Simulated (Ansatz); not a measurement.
# CdAg: a tetragonal deformation path

An exercise on one series of results from a longer session: the logs are not shown, and one member is left open.

Method: DFT r2SCAN, scalar-relativistic, plane waves, PAW, in Ansatz 0.2.0.

## The system as given

It takes space group Pm-3m (No. 221, cubic). Conventional cell: a = 3.330 Å, b = 3.330 Å, c = 3.330 Å, α = 90.00°, β = 90.00°, γ = 90.00°. Cd (site symmetry m-3m) has 8 Ag at 2.88 Å in its first shell of neighbours. Around Ag (site symmetry m-3m) lie 8 Cd at 2.88 Å.

Coordinates:

```cif
data_structure
_symmetry_space_group_name_H-M 'P 1'
_symmetry_Int_Tables_number 1
_cell_length_a 3.3300
_cell_length_b 3.3300
_cell_length_c 3.3300
_cell_angle_alpha 90.000
_cell_angle_beta 90.000
_cell_angle_gamma 90.000
_cell_volume 36.93
loop_
_atom_site_label
_atom_site_type_symbol
_atom_site_fract_x
_atom_site_fract_y
_atom_site_fract_z
_atom_site_occupancy
Cd1 Cd 0.50000 0.50000 0.50000 1
Ag1 Ag 0.00000 0.00000 0.00000 1
```

The cell is taken as given, not relaxed at this level.

## The reference cell

Reference values: F = -15872.2538 eV; pressure 1.19 GPa; largest force 0.000 eV/Å; gap on the mesh none (metal). It was computed beforehand with the settings of the runs below.

The first run:

At fixed volume and fractional coordinates, lengths along (0.000, 0.000, 1.000) are scaled against those across it; ρ is that ratio over its starting value.

File input.yaml:

```yaml
crystal:
  lattice:
    - [3.7379867899, 0.0, 0.0]
    - [0.0, 3.7379867899, 0.0]
    - [0.0, 0.0, 2.6427566604]
  atoms:
    - { symbol: Cd, position: [0.5, 0.5, 0.5] }
    - { symbol: Ag, position: [0.0, 0.0, 0.0] }
basis:
  ecutwfc: 500
kpoints:
  mp_grid: { grid: [16, 16, 16] }
hamiltonian:
  xc: r2scan
scf:
  occupations: { method: gaussian, width: 0.15 }
output:
  forces: true
  stress: true
  eigenvalues: true
```

The run is started by

```sh
> ansatz run input.yaml --threads 1 --pin off --max-ram 2560MiB --backend cpu --events-out ev --progress --plain --runs-dir out
```

Among the steps run: Point ρ = 0.707; At ρ = 1.414; ρ = 0.850; At ρ = 1.200; ρ = 0.780; ρ = 1.300; At ρ = 0.920; ρ = 1.100; At ρ = 0.650; At ρ = 1.500; At ρ = 0.960; ρ = 1.050.

One of the session's tables, all rows but one given; the rest of the session is left out.

The scan, with free energies counted from the undisturbed cell:

| ρ | ΔE (meV/atom) | pressure (GPa) |
| --- | --- | --- |
| 0.650 | 394.0 | 15.1 |
| 0.707 | 187.4 | 8.2 |
| 0.780 | 66.4 | 3.5 |
| 0.850 | ? | ? |
| 0.920 | 2.1 | 1.3 |
| 0.960 | 0.0 | 1.2 |
| 1.000 | 0.0 | 1.2 |
| 1.050 | 0.3 | 1.2 |
| 1.100 | 0.7 | 1.2 |
| 1.200 | 0.3 | 1.2 |
| 1.300 | 3.0 | 1.2 |
| 1.414 | 8.5 | 1.2 |
| 1.500 | 18.1 | 1.5 |

**Question.** Estimate the row for ρ = 0.850.

Worked estimate for «ΔE (meV/atom)». A straight line through the neighbours (0.780, 66.4) and (0.920, 2.1) gives 66.4 + (2.1 − 66.4) × (0.850 − 0.780) / (0.920 − 0.780) = 34.3; a parabola fitted to 4 rows on both sides gives 9.9.

As computed: ΔE (meV/atom): 17.9; pressure (GPa): 1.8. In «ΔE (meV/atom)» the line misses by +16.4 and the parabola by -8.0.
